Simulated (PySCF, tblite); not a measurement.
# C₄H₆BFO₃: geometry, infrared bands and NMR shifts

Aim: predict the infrared bands and NMR shifts of C₄H₆BFO₃ (`COC1=C(F)C=[O+][BH2-]O1`).

Computed with tblite 0.8.0 and PySCF 2.14.0, with density-fitted response routines of our own, on a single molecule in the gas phase. Atoms count from 0, in the outputs and in this text.

## 1. The molecule as given

15 atoms, charge 0, multiplicity 1; geometry from: force field or distance geometry start.

Bonds of the start (Å): C0–O1 1.42, O1–C2 1.37, C2–C3 1.31, C3–F4 1.36, C3–C5 1.46, C5–O6 1.25, O6–B7 1.48, B7–O8 1.47, O8–C2 1.39, C0–H9 1.11, C0–H10 1.10, C0–H11 1.11, C5–H12 1.09, B7–H13 1.20, B7–H14 1.21.

## 2. Optimising the geometry with GFN2-xTB

Job settings and geometry (Å):

```
{"job": {"kind": "relax", "xc": "GFN2-xTB", "basis": "xTB"}, "charge": 0, "multiplicity": 1}
C      2.606700     0.296500     0.135100
O      1.577000    -0.187400    -0.712800
C      0.242100    -0.131400    -0.388800
C     -0.404200    -1.260900    -0.200100
F      0.233900    -2.454900    -0.278200
C     -1.820300    -1.204500     0.131500
O     -2.415800    -0.105600     0.219900
B     -1.786700     1.222900     0.021800
O     -0.356600     1.116700    -0.310100
H      3.571800     0.101200    -0.382600
H      2.519200     1.380200     0.285700
H      2.649800    -0.282100     1.083500
H     -2.337700    -2.152300     0.308200
H     -1.921300     1.935300     0.971900
H     -2.362300     1.734200    -0.906800
```

On the command line:

```bash
$ OMP_NUM_THREADS=1 python probes_run.py task.json out
```

This one command runs all jobs of the session in turn.

**Question.** This job is followed by: GFN2-xTB harmonic vibrations, gas phase; GIAO PBE0/pcSseg-1 NMR shielding, non-relativistic, gas phase. Predict these results of the whole session: strongest single infrared mode (GFN2-xTB); zero-point energy (GFN2-xTB); ¹³C shifts against TMS (PBE0/pcSseg-1); ¹H shifts against TMS (PBE0/pcSseg-1, means over atoms taken as alike); ¹⁷O shifts against H2O (PBE0/pcSseg-1); ¹⁹F shifts against CFCl3 (PBE0/pcSseg-1); ¹¹B shifts against BF3·OEt2 (PBE0/pcSseg-1); surface potential, 1st and 99th percentile.

As calculated:

| quantity | value |
| --- | --- |
| strongest single infrared mode (GFN2-xTB) | 1419 cm⁻¹, 642 km/mol |
| zero-point energy (GFN2-xTB) | 63.5 kcal/mol |
| ¹³C shifts against TMS (PBE0/pcSseg-1) | 174.3, 172.1, 139.8, 55.4 ppm |
| ¹H shifts against TMS (PBE0/pcSseg-1, means over atoms taken as alike) | 7.94, 4.08, 4.08 ppm |
| ¹⁷O shifts against H2O (PBE0/pcSseg-1) | 216.1, 215.6, 166.1 ppm |
| ¹⁹F shifts against CFCl3 (PBE0/pcSseg-1) | -221.2 ppm |
| ¹¹B shifts against BF3·OEt2 (PBE0/pcSseg-1) | 4.7 ppm |
| surface potential, 1st and 99th percentile | -1.07 V and 1.41 V |

**Reading.** The optimisation took 125 steps and gained 1.164 eV; among the close pairs (by a distance rule), C2–O8 changed most, from 1.387 to 1.261 Å. No mode is imaginary among the 39: a minimum at this level. The strongest single mode, at 1419 cm⁻¹, moves mainly C3 and C2. GFN2-xTB is a fitted tight-binding method: band positions and strengths are rough. Its intensities can rank the bands wrongly. C2 (alkene carbon bearing oxygen) lies farthest downfield among carbon, at 174.3 ppm; an sp2 carbon further deshielded by the attached heteroatom. At PBE0/pcSseg-1: The largest span, 382 ppm, is at O6, where the paramagnetic term is -276 ppm. By nearest atom (PBE0/pcSseg-1), the HOMO sits on C3 27 %; O6 19 % and the LUMO on C2, C5 about 27 % each; O6, O8 about 11 % each.
